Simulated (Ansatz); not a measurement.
# ClH₂O₂Si radical: how energies converge with the basis set

The task here is to estimate one member of a computed series from the others.

The runs use Ansatz 0.2.0, Gaussian basis; one geometry, several basis sets.

Plan: PBE0-D4/def2-SVP; ωB97M-V/def2-SVP; PBE0-D4/def2-QZVPP; ωB97M-V/def2-QZVPP; CCSD(T)/cc-pV(D+d)Z; CCSD(T)/cc-pV(T+d)Z; CCSD(T)/cc-pV(Q+d)Z; the functionals' def2-TZVPP values are taken from earlier runs.

## The geometry

An earlier PBE0-D4 in a triple-zeta def2 set relaxation fixed the geometry.

SMILES `O[Si](O)Cl`, 6 atoms, charge 0, spin multiplicity 2.

Atoms are counted from 1 here; the program's logs count them from 0.

Bond lengths: O1–Si2 1.632 Å, O1–H5 0.959 Å, Si2–O3 1.632 Å, Si2–Cl4 2.078 Å, O3–H6 0.959 Å. Angles: Si2–O1–H5 117.0°, O1–Si2–O3 103.5°, O1–Si2–Cl4 111.0°, O3–Si2–Cl4 111.0°, Si2–O3–H6 117.0°.

Set-up of the first run:

File in.yaml:

```yaml
crystal:
  periodic: [false, false, false]
  atoms:
    - {symbol: O, position_ang: [-0.320692, 1.391269, -0.390787]}
    - {symbol: Si, position_ang: [0.131791, -0.176792, -0.408186]}
    - {symbol: O, position_ang: [1.197482, -0.280965, 0.823635]}
    - {symbol: Cl, position_ang: [-1.498492, -1.425043, -0.089571]}
    - {symbol: H, position_ang: [-1.028831, 1.647444, -0.984605]}
    - {symbol: H, position_ang: [1.518752, -1.155903, 1.049514]}
basis:
  gaussian: {orbitals: def2-SVP}
magnetization: {spin_polarized: true, initial_magnetization: 1}
hamiltonian: {xc: pbe0, dispersion: d4}
output: {orbitals: {seedname: orbitals}}
```

Started as:

```
$ ansatz run in.yaml --threads 2 --pin off --events-out ev --progress --plain --max-ram 32768MiB --backend cpu
```

Steps of the session up to this table: PBE0-D4 in def2-SVP; ωB97M-V in def2-SVP; PBE0-D4 in def2-QZVPP; ωB97M-V in def2-QZVPP.

One table of the session follows, with a row left open; its other results are not shown here.

It belongs to the step «Functionals by basis». 

| functional | basis | HOMO (eV) | LUMO (eV) |
| --- | --- | --- | --- |
| PBE0-D4 | def2-SVP | -6.11 | -2.29 |
| PBE0-D4 | def2-TZVPP | -6.30 | -2.40 |
| PBE0-D4 | def2-QZVPP | ? | ? |
| ωB97M-V | def2-SVP | -7.87 | -0.63 |
| ωB97M-V | def2-TZVPP | -8.08 | -0.83 |
| ωB97M-V | def2-QZVPP | -8.16 | -0.98 |

Estimate the missing values for PBE0-D4, def2-QZVPP.

**Answer.** HOMO (eV): -6.37; LUMO (eV): -2.50. In the column «HOMO (eV)» it lies between ωB97M-V, def2-SVP (-7.87) and PBE0-D4, def2-TZVPP (-6.30).
